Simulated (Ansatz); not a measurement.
# LaSi3Rh: the cost of one run

Program: Ansatz 0.2.0. Level of theory: DFT LDA, scalar-relativistic, plane waves, PAW. These are calculated values, not measurements.

1 further run of the same task is left out (set aside as unsound or not needed).

**1. The structure to begin with**

The structure is tetragonal, space group I4mm (No. 107). Conventional cell: a = 4.214 Å, b = 4.214 Å, c = 9.735 Å, α = 90.00°, β = 90.00°, γ = 90.00°. La (site symmetry 4mm) is surrounded by 12 Si at 3.10 to 3.31 Å and 5 Rh at 3.34 to 3.36 Å. Si (site symmetry 4mm) is surrounded by 1 Rh at 2.35 Å and 4 Si at 2.57 Å and 4 La at 3.10 Å. Around Si (site symmetry 2mm) lie 2 Rh at 2.35 Å and 2 Si at 2.57 Å and 4 La at 3.13 to 3.31 Å. Rh (site symmetry 4mm) is surrounded by 5 Si at 2.35 Å.

Coordinates:

```
CELL_PARAMETERS angstrom
-2.10719 2.10719 4.86754
2.10719 -2.10719 4.86754
2.10719 2.10719 -4.86754
ATOMIC_POSITIONS crystal
La 0.99967 0.99967 0.00000
Si 0.41247 0.41247 0.00000
Si 0.26187 0.76187 0.50000
Si 0.76187 0.26187 0.50000
Rh 0.65412 0.65412 0.00000
```

It goes back to an entry of the Materials Project.

This cell was relaxed beforehand with the same method: volume 17.29 Å³/atom, gap on the mesh none (metal).

**2. Relaxing to 0.001 eV/Å, with the smearing for a metal**

Response functions are second derivatives at a minimum, so forces and stress are first brought close to zero on the mesh and occupations that the response runs use.

Input file input.yaml:

```yaml
crystal:
  lattice:
    - [-2.1071908865, 2.1071908865, 4.8675436067]
    - [2.1071908865, -2.1071908865, 4.8675436067]
    - [2.1071908865, 2.1071908865, -4.8675436067]
  atoms:
    - { symbol: La, position: [0.999671207, 0.999671207, 0.0] }
    - { symbol: Si, position: [0.4124678159, 0.4124678159, 0.0] }
    - { symbol: Si, position: [0.2618708933, 0.7618708933, 0.5] }
    - { symbol: Si, position: [0.7618708933, 0.2618708933, 0.5] }
    - { symbol: Rh, position: [0.6541181804, 0.6541181804, 0.0] }
basis:
  ecutwfc: 420
kpoints:
  mp_grid: { grid: [12, 12, 12] }
hamiltonian:
  xc: lda
scf:
  occupations: { method: fermi_dirac, width: 0.15 }
output:
  forces: true
  stress: true
  eigenvalues: true
relax:
  adjacent_minimum: "off"
  f_tol: 0.001
  max_steps: 60
  cell: { stress_tol: 0.01 }
```

Launch:

```
$ ansatz run input.yaml --threads 2 --pin off --max-ram 5120MiB --backend cpu --events-out ev --progress --plain --runs-dir out
```

**Question.** How long does this run take on 2 threads of Intel Xeon Platinum 8559C (Emerald Rapids), shared host, and how much memory does it need?

About 56 s, with a peak of 0.68 GiB.
